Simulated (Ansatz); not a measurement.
# TiCO (triplet): from Hartree-Fock to the top rungs, def2-SVP

The task here is to estimate one member of a computed series from the others.

Computed with Ansatz 0.2.0, Gaussian basis. Level: def2-SVP, core rule «outside noble gas», up to 11 orbitals frozen.

The runs, in order: UHF; CCSD(T) on ROHF; CCSD(T) on UHF; CISD as a restricted active space (open shells left free, so some higher excitations enter); CCSDT(Q) on ROHF; CCSDT(Q) on UHF; CASSCF and NEVPT2, 10 electrons in 10 orbitals.

15 further runs of the same task are left out: 6 that didn't finish, 9 set aside as unsound or not needed. Runs told in other sessions of the task aren't counted.

## What is computed

The geometry is a PBE0/def2-TZVP stationary point (not a proven minimum) of the parent state, kept for this charge and spin.

3 atoms, charge 0, spin multiplicity 3.

Atoms are counted from 1 here; the program's logs count them from 0.

Bond lengths: Ti1–C2 2.058 Å, Ti1–O3 1.942 Å, C2–O3 1.221 Å. Angles: C2–Ti1–O3 35.4°, Ti1–C2–O3 67.1°, Ti1–O3–C2 77.5°.

Set-up of the first run:

Input file in.yaml:

```yaml
crystal:
  periodic: [false, false, false]
  atoms:
    - {symbol: Ti, position_ang: [0.000000, -0.007338, 0.700831]}
    - {symbol: C, position_ang: [0.000000, -0.683643, -1.242411]}
    - {symbol: O, position_ang: [0.000000, 0.535162, -1.164071]}
basis:
  gaussian: {orbitals: def2-SVP}
magnetization: {spin_polarized: true, initial_magnetization: 2}
hamiltonian: {xc: hf}
output: {orbitals: {seedname: orbitals}}
```

On the command line:

```console
$ ansatz run in.yaml --threads 1 --pin off --events-out ev --progress --plain --max-ram 2393MiB
```

Among the steps run: UHF; CCSD(T) on ROHF; CCSD(T) on UHF; CISD as a restricted active space (open shells left free, so some higher excitations enter); CCSDT(Q) on ROHF; CCSDT(Q) on UHF; CASSCF and NEVPT2, 10 electrons in 10 orbitals.

One table of the session follows, with a row left open; its other results are not shown here.

It belongs to the step «Misses and costs». 

```
   method  from RCCSDT(Q) (meV)
     ROHF              +11286.8
      UHF               +9763.8
     RMP2               +1269.8
     UMP2                     ?
    RCCSD                +651.6
    UCCSD                +614.9
 RCCSD(T)                +123.3
 UCCSD(T)                +175.6
   RCCSDT                 +69.0
   UCCSDT                 +54.6
RCCSDT(Q)                     0
UCCSDT(Q)                 -16.4
```

Estimate the missing values for UMP2.

**Answer.** from RCCSDT(Q) (meV): +1359.0. In the column «from RCCSDT(Q) (meV)» it lies between RMP2 (+1269.8) and UHF (+9763.8).

Not comparable, so not listed: CISD as a restricted active space (open shells left free, so some higher excitations enter) (they don't share determinant, frozen orbitals or solution with the rows shown, or repeat one).

Left out of the table: CASSCF frontier, NEVPT2 frontier (the active space lost an orbital or holds another state than full CI finds).

Caveats from the session: The determinant of HF (⟨S²⟩ 2.84) is far from a pure spin state, so its energy mixes those of several spin states; that is harmless only where they are near-degenerate. The determinant of CCSD(T) (⟨S²⟩ 2.84) is far from a pure spin state, so its energy mixes those of several spin states; high orders of coupled cluster remove much of that, low ones don't. The determinant of CCSDT(Q) (⟨S²⟩ 2.84) is far from a pure spin state, so its energy mixes those of several spin states; high orders of coupled cluster remove much of that, low ones don't. Warnings: spin contamination; large T1 diagnostic. Restricted and unrestricted rows rest on different reference determinants; a gap between their highest levels can come from leftover correlation error, from unlike frozen cores or from another state. Warnings in the runs' records: passed over end.
